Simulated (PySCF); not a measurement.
# [Yb(NH2)4]−: other functionals and bases at one geometry

Aim: see how levels, charges and forces of [Yb(NH2)4]− depend on the level of theory. The species was built from a template and needn't be a known compound.

Computed with PySCF 2.14.0. Level: several levels, as the steps say, no spin–orbit coupling.

1 further run of the same task is left out (for a known fault of the program).

## Step 1: The system as given

13 atoms, charge -1, spin multiplicity 1.

Bond lengths: Yb1–N2 2.206 Å, Yb1–N5 2.206 Å, Yb1–N8 2.206 Å, Yb1–N11 2.206 Å, N2–H3 1.020 Å, N2–H4 1.019 Å, N5–H6 1.019 Å, N5–H7 1.020 Å, N8–H9 1.019 Å, N8–H10 1.020 Å, N11–H12 1.020 Å, N11–H13 1.019 Å. Angles: N2–Yb1–N5 111.5°, N2–Yb1–N8 105.6°, N2–Yb1–N11 111.5°, N5–Yb1–N8 111.5°, N5–Yb1–N11 105.6°, N8–Yb1–N11 111.5°, Yb1–N2–H3 124.1°, Yb1–N2–H4 130.1°, H3–N2–H4 105.8°, Yb1–N5–H6 130.1°, Yb1–N5–H7 124.1°, H6–N5–H7 105.8°, Yb1–N8–H9 130.1°, Yb1–N8–H10 124.1°, H9–N8–H10 105.8°, Yb1–N11–H12 124.1°, Yb1–N11–H13 130.1°, H12–N11–H13 105.8°.

Geometry (Å):

```xyz
13

Yb    0.0000    0.0000    0.0000
N     1.3343    1.3070    1.1742
H     2.2063    0.9960    1.6033
H     1.2665    2.3043    1.3736
N    -1.3342   -1.1743    1.3071
H    -1.2668   -1.3733    2.3042
H    -2.2062   -1.6034    0.9961
N     1.3343   -1.3070   -1.1742
H     1.2665   -2.3043   -1.3736
H     2.2063   -0.9960   -1.6033
N    -1.3342    1.1743   -1.3071
H    -2.2062    1.6034   -0.9961
H    -1.2668    1.3733   -2.3042
```

Formal oxidation states: Yb +3. Each metal's 13 4f electrons lie in its core potential, so multiplicities, spins and levels count the valence alone. An earlier session relaxed this geometry at PBE0, Yb lcecp-1-SVP with ECP59, N def2-SVP, H def2-SVP (singlet, point group S4).

At PBE0 on the finer grid: E = -262.951414 Eh, HOMO -1.13 eV, LUMO 4.27 eV, Mulliken charge on Yb1 +0.59 e, largest force component 0.011 eV/Å. 

Levels to run: r2SCAN; HF; PBE0, TZVP. Hardware: 2 threads of Intel Xeon 6975P-C (Granite Rapids), shared host.

## Step 2: r2SCAN

Contents of run.py (the lines that set the calculation):

```python
mol = gto.M(atom='''
Yb     0.00003     0.00000     0.00000
N      1.33431     1.30704     1.17423
H      2.20634     0.99596     1.60334
H      1.26653     2.30432     1.37357
N     -1.33418    -1.17426     1.30708
H     -1.26684    -1.37331     2.30421
H     -2.20617    -1.60340     0.99608
N      1.33431    -1.30704    -1.17423
H      1.26653    -2.30432    -1.37357
H      2.20634    -0.99596    -1.60334
N     -1.33418     1.17426    -1.30708
H     -2.20617     1.60340    -0.99608
H     -1.26684     1.37331    -2.30421''',
    basis={'Yb': 'lcecp-1-SVP', 'N': 'def2-SVP', 'H': 'def2-SVP'},
    ecp={'Yb': 'lcecp-1-SVP'},
    charge=-1, spin=0)
mf = dft.RKS(mol, xc='R2SCAN')
mf.grids.atom_grid = (75, 302)  # f atoms: unpruned, at least (60, 302)
mf = mf.density_fit()  # fitting sets: Yb AutoAux, N def2-universal-JKFIT, H def2-universal-JKFIT
mf.conv_tol = 1e-08; mf.max_cycle = 55
mf.kernel(dm0)  # dm0: the density of the relaxed state
```

The run is started by

```
> OMP_NUM_THREADS=2 python run.py
```

## Step 3: HF

Changes to run.py (the lines that set the calculation) since step 2:

```diff
@@ -17,4 +17,3 @@
     charge=-1, spin=0)
-mf = dft.RKS(mol, xc='R2SCAN')
-mf.grids.atom_grid = (75, 302)  # f atoms: unpruned, at least (60, 302)
+mf = scf.RHF(mol)
 mf = mf.density_fit()  # fitting sets: Yb AutoAux, N def2-universal-JKFIT, H def2-universal-JKFIT
```

## Step 4: PBE0, TZVP

Basis: Yb lcecp-1-TZVP with ECP59, N def2-TZVP, H def2-TZVP. 

Changes to run.py (the lines that set the calculation) since step 3:

```diff
@@ -14,8 +14,9 @@
 H     -1.26684     1.37331    -2.30421''',
-    basis={'Yb': 'lcecp-1-SVP', 'N': 'def2-SVP', 'H': 'def2-SVP'},
-    ecp={'Yb': 'lcecp-1-SVP'},
+    basis={'Yb': 'lcecp-1-TZVP', 'N': 'def2-TZVP', 'H': 'def2-TZVP'},
+    ecp={'Yb': 'lcecp-1-TZVP'},
     charge=-1, spin=0)
-mf = scf.RHF(mol)
+mf = dft.RKS(mol, xc='PBE0')
+mf.grids.atom_grid = (75, 302)  # f atoms: unpruned, at least (60, 302)
 mf = mf.density_fit()  # fitting sets: Yb AutoAux, N def2-universal-JKFIT, H def2-universal-JKFIT
 mf.conv_tol = 1e-08; mf.max_cycle = 55
-mf.kernel(dm0)  # dm0: the density of the relaxed state
+mf.kernel(dm0)  # dm0: free metal ions and neutral atoms
```

**Question.** What will these runs give? Wanted: for each run, HOMO; gap; charge on Yb1; dipole; largest force.

**Answer**, as computed:

| level | state | HOMO (eV) | gap (eV) | charge on Yb1 (e) | dipole (D) | largest force (eV/Å) | basis functions | time |
| --- | --- | --- | --- | --- | --- | --- | --- | --- |
| PBE0 (relaxed here) | singlet | -1.13 | 5.40 | 0.59 | 0.00 | 0.01 | 129 | 29 s |
| r2SCAN | singlet | -0.03 | 4.17 | 0.55 | 0.00 | 0.10 | 129 | 16 s |
| HF | singlet | -4.61 | 10.92 | 1.17 | 0.00 | 0.74 | 129 | 3.6 s |
| PBE0, TZVP | singlet | -1.43 | 5.41 | 1.43 | 0.00 | 0.30 | 219 | 37 s |

Times are on 2 threads of Intel Xeon 6975P-C (Granite Rapids), shared host; the first row also made further properties. The dipole of a charged species depends on the origin, so these sizes hold for this origin alone.

In one basis the HOMO–LUMO gap runs from 4.17 eV (r2SCAN) to 10.92 eV (HF). The largest leftover force, 0.74 eV/Å with HF, stands at a geometry relaxed at another level. The Mulliken charge on Yb spans +0.55 to +1.43 e over the levels. With 4f in the core, its levels are missing from HOMO and gap. Total energies of different levels can't be compared. Spin–orbit coupling is left out throughout.
